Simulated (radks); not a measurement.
**Rb⁺ in [Ar] 3d10 4s1.5 4p6 5s0.5: an all-electron calculation**

An exercise on one series of results from a longer session: the logs are not shown, and one member is left open.

Method: scalar-relativistic Kohn-Sham, exchange-only LDA, spin-polarised, spherical densities, finite nucleus; open shells are filled with parallel spins first. Code: radks (a radial shooting solver on a logarithmic mesh, Libxc functionals) version 1.

## What is computed

* element: rubidium (Z = 37)
* charge: +1
* electrons: 36
* configuration: [Ar] 3d10 4s1.5 4p6 5s0.5
* nuclear rms radius: 4.2036 fm

The first run:

Settings of this run:

```text
Z 37
configuration [Ar] 3d10 4s1.5 4p6 5s0.5
relativity scalar-relativistic
functional lda,
spin polarised
nucleus finite rms 4.2036 fm
c 137.035999084
```

One of the session's tables, all rows but one given; the rest of the session is left out.

It belongs to the step «Orbitals and density». Radial moments (bohr):

| level | <r> | outermost maximum (interpolated) | 90 % within | nodes |
| --- | --- | --- | --- | --- |
| 1s up | 0.04034 | 0.0263 | 0.0722 | 0 |
| 1s down | 0.04034 | 0.0263 | 0.0722 | 0 |
| 2s up | 0.1781 | 0.150 | 0.275 | 1 |
| 2s down | 0.1781 | 0.150 | 0.275 | 1 |
| 2p up | 0.1552 | 0.120 | 0.253 | 0 |
| 2p down | 0.1552 | 0.120 | 0.253 | 0 |
| 3s up | 0.5118 | 0.452 | 0.760 | 2 |
| 3s down | 0.5116 | 0.452 | 0.760 | 2 |
| 3p up | 0.5197 | 0.447 | 0.791 | 1 |
| 3p down | 0.5195 | 0.447 | 0.791 | 1 |
| 3d up | 0.5259 | 0.392 | 0.858 | 0 |
| 3d down | 0.5254 | 0.392 | 0.856 | 0 |
| 4s up | 1.436 | 1.25 | 2.12 | 3 |
| 4s down | 1.438 | 1.25 | 2.12 | 3 |
| 4p up | 1.683 | 1.41 | 2.54 | 2 |
| 4p down | 1.684 | 1.41 | 2.54 | 2 |
| 5s up | ? | ? | ? | ? |
| 5s down | 4.200 | 3.61 | 6.21 | 4 |

Estimate the missing values for 5s up.

As computed: <r>: 4.242; outermost maximum (interpolated): 3.72; 90 % within: 6.19; nodes: 4. In the column «<r>» it is the highest.
